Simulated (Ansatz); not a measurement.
# C2H9BN2: the cost of one run

Method: RKS B3LYP-D4/def2-SVP, in Ansatz 0.2.0.

## (1) Starting point

Bond lengths: B1–N2 1.803 Å, N2–C3 1.448 Å, B1–N4 1.338 Å, N4–C5 1.429 Å, B1–H7 1.157 Å, N2–H8 1.014 Å, C3–H9 1.090 Å, C3–H10 1.095 Å, C3–H11 1.096 Å, C5–H12 1.096 Å, C5–H13 1.095 Å, C5–H14 1.096 Å. Angles (14 of 19 angles, heavy atoms first): B1–N2–C3 119.6°, N2–B1–N4 92.0°, B1–N4–C5 140.2°, B1–N2–H8 113.9°, C3–N2–H8 111.1°, N2–B1–H7 123.2°, N4–B1–H7 144.8°, N2–C3–H9 108.4°, N2–C3–H10 110.9°, N2–C3–H11 112.6°, N4–C5–H12 112.3°, N4–C5–H13 110.0°, N4–C5–H14 109.9°, H9–C3–H10 108.5°.

As a file:

```xyz
14

B    -0.8733    0.5865    0.1355
N     0.5440    0.1505    1.1603
C     0.5145   -1.0676    1.9419
N    -0.1663    0.4329   -0.9896
C    -0.3224    0.5295   -2.4067
H     0.8404    0.1311   -0.1529
H    -1.9112    0.8565    0.5707
H     0.9122    0.9238    1.7031
H     0.1242   -1.8700    1.3153
H     1.5208   -1.3443    2.2739
H    -0.1255   -0.9834    2.8281
H    -1.3358    0.8304   -2.6942
H     0.3833    1.2620   -2.8125
H    -0.1050   -0.4378   -2.8730
```

## (2) Pulling towards end A

Springs on the bonds that form and break draw the guess towards this end; the thresholds are loose.

Input file input.yaml:

```yaml
crystal:
  periodic: [false, false, false]
  atoms:
    - { symbol: B, position_ang: [-0.8733, 0.5865, 0.1355] }
    - { symbol: "N", position_ang: [0.544, 0.1505, 1.1603] }
    - { symbol: C, position_ang: [0.5145, -1.0676, 1.9419] }
    - { symbol: "N", position_ang: [-0.1663, 0.4329, -0.9896] }
    - { symbol: C, position_ang: [-0.3224, 0.5295, -2.4067] }
    - { symbol: H, position_ang: [0.8404, 0.1311, -0.1529] }
    - { symbol: H, position_ang: [-1.9112, 0.8565, 0.5707] }
    - { symbol: H, position_ang: [0.9122, 0.9238, 1.7031] }
    - { symbol: H, position_ang: [0.1242, -1.87, 1.3153] }
    - { symbol: H, position_ang: [1.5208, -1.3443, 2.2739] }
    - { symbol: H, position_ang: [-0.1255, -0.9834, 2.8281] }
    - { symbol: H, position_ang: [-1.3358, 0.8304, -2.6942] }
    - { symbol: H, position_ang: [0.3833, 1.262, -2.8125] }
    - { symbol: H, position_ang: [-0.105, -0.4378, -2.873] }
basis:
  gaussian: { orbitals: def2-SVP }
hamiltonian:
  xc: b3lyp
  dispersion: d4
relax:
  f_tol: 0.15
  max_steps: 25
  restrain:
    - { distance: [5, 1], at: 2.32, k: 30.0 }
    - { distance: [0, 1], at: 1.55, k: 30.0 }
    - { distance: [5, 3], at: 1.02, k: 30.0 }
```

Launch:

```
$ ansatz run input.yaml --threads 2 --pin off --max-ram 3072MiB --backend cpu --events-out ev --progress --plain --runs-dir out
```

What time and memory should one allow on 2 threads of Intel Xeon 6975P-C (Granite Rapids), shared host?

About 36 s, with a peak of 0.27 GiB.
